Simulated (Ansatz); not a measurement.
# BGeH₃O: up Jacob's ladder to CCSD(T)

One table from this session's results is given with a row withheld; the runs are named, their logs left out.

Method: functionals in def2-TZVPP, the program's frozen cores in correlated methods; program: Ansatz 0.2.0, Gaussian basis.

The runs, in order: LDA (SPW92), PBE-D4, revPBE-D4, BLYP-D4, r2SCAN-D4, B97M-V, PBE0-D4, B3LYP-D4, r2SCANh-D4, r2SCAN0-D4, HSE06-D4, BHLYP-D4, CAM-B3LYP-D4, LC-ωPBE, ωB97X-V, ωB97M-V, B2PLYP, PBE-QIDH; CCSD(T)/def2-SVP; CCSD(T)/def2-TZVPP; MP2/def2-QZVPP; extrapolation to the limit; RPA on PBE.

## Structure used throughout

All runs share one geometry, relaxed beforehand with PBE0-D4 in a triple-zeta def2 set.

SMILES `[BH]1[O][GeH2]1`, 6 atoms, charge 0, spin multiplicity 1.

Atoms are counted from 1 here; the program's logs count them from 0.

Bond lengths: B1–O2 1.296 Å, B1–Ge3 2.012 Å, B1–H4 1.190 Å, O2–Ge3 1.988 Å, Ge3–H5 1.538 Å, Ge3–H6 1.538 Å. Angles: O2–B1–Ge3 70.1°, O2–B1–H4 138.6°, Ge3–B1–H4 151.4°, B1–O2–Ge3 72.1°, B1–Ge3–O2 37.8°, B1–Ge3–H5 120.7°, B1–Ge3–H6 120.7°, O2–Ge3–H5 103.5°, O2–Ge3–H6 103.5°, H5–Ge3–H6 108.9°.

Set-up of the first run:

The input, in.yaml:

```yaml
crystal:
  periodic: [false, false, false]
  atoms:
    - {symbol: B, position_ang: [-0.518277, -1.049475, -0.273493]}
    - {symbol: O, position_ang: [0.613081, -0.992536, 0.356370]}
    - {symbol: Ge, position_ang: [0.028378, 0.870209, -0.018976]}
    - {symbol: H, position_ang: [-1.275373, -1.875261, -0.674207]}
    - {symbol: H, position_ang: [1.206653, 1.462780, -0.810278]}
    - {symbol: H, position_ang: [-0.012362, 1.520284, 1.374386]}
basis:
  gaussian: {orbitals: def2-TZVPP}
hamiltonian: {xc: lda}
output: {orbitals: {seedname: orbitals}}
```

Run with:

```sh
> ansatz run in.yaml --threads 2 --pin off --events-out ev --progress --plain --max-ram 4352MiB
```

Steps of the session up to this table: LDA; PBE-D4 (GGA); revPBE-D4 (GGA); BLYP-D4 (GGA); r2SCAN-D4 (meta-GGA); B97M-V (meta-GGA); B3LYP-D4 (hybrid); r2SCANh-D4 (hybrid); r2SCAN0-D4 (hybrid); HSE06-D4 (hybrid); BHLYP-D4 (hybrid); CAM-B3LYP-D4 (range-separated); LC-ωPBE (range-separated); ωB97X-V (range-separated); ωB97M-V (range-separated); B2PLYP (double hybrid); PBE-QIDH (double hybrid).

One table of the session follows, with a row left open; its other results are not shown here.

It belongs to the step «Frontier levels by functional». 

| functional | HOMO (eV) | gap (eV) |
| --- | --- | --- |
| LDA (SPW92) | -6.13 | 3.87 |
| PBE-D4 | -5.98 | 3.92 |
| revPBE-D4 | -5.92 | 3.95 |
| BLYP-D4 | -5.86 | 3.89 |
| r2SCAN-D4 | -6.20 | 4.31 |
| B97M-V | ? | ? |
| PBE0-D4 | -7.03 | 5.78 |
| B3LYP-D4 | -6.86 | 5.37 |
| r2SCANh-D4 | -6.59 | 5.00 |
| r2SCAN0-D4 | -7.18 | 6.02 |
| HSE06-D4 | -6.63 | 5.01 |
| BHLYP-D4 | -7.99 | 7.59 |
| CAM-B3LYP-D4 | -8.30 | 8.05 |
| LC-ωPBE | -9.53 | 10.42 |
| ωB97X-V | -9.22 | 10.01 |
| ωB97M-V | -9.10 | 9.74 |

**Question.** Estimate the row for B97M-V.

The run gave: HOMO (eV): -6.21; gap (eV): 4.29. In the column «HOMO (eV)» it lies between r2SCANh-D4 (-6.59) and r2SCAN-D4 (-6.20).
